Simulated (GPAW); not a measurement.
The system is LaMnIn.

```
La In Mn
1.0
     4.59334    0.00000    0.00000
    -2.29667    3.97795    0.00000
     0.00000    0.00000    4.09656
La In Mn
1 1 1
Direct
  0.00000 0.00000 0.00000
  0.33333 0.66667 0.50000
  0.66667 0.33333 0.50000
```

The cell comes from a database or a generator and needn't be the stable form of this composition.

Base run:

- Program: GPAW 26.7.0
- Functional: PBE
- Potentials or basis: GPAW PAW data sets (gpaw-data 1.2.1)
- Cutoff: 800 eV
- Basis: pw
- k mesh: 7 × 7 × 7
- Occupations: gaussian, width 0.02 eV
- Spin: collinear spin, ferromagnetic start
- Starting moments: [0.0, 0.0, 4.0] μB

Its results: band gap on the k mesh none (metal or under the smearing width); pressure 4.8 GPa; net moment 3.13 μB per cell; site moments La -0.09; In -0.05; Mn +3.48 μB.

**Question.** The run is repeated on the same cell with these changes: functional from PBE to LDA; potentials or basis from GPAW PAW data sets (gpaw-data 1.2.1) to the program's PAW data sets (release 1.2.1) made for this functional. What comes out?

**Answer.** Band gap on the k mesh none (metal or under the smearing width); pressure -1.7 GPa; net moment 3.17 μB per cell; site moments La -0.07; In -0.04; Mn +3.30 μB.

Caveats: one-centre terms of the f shell are cut off.
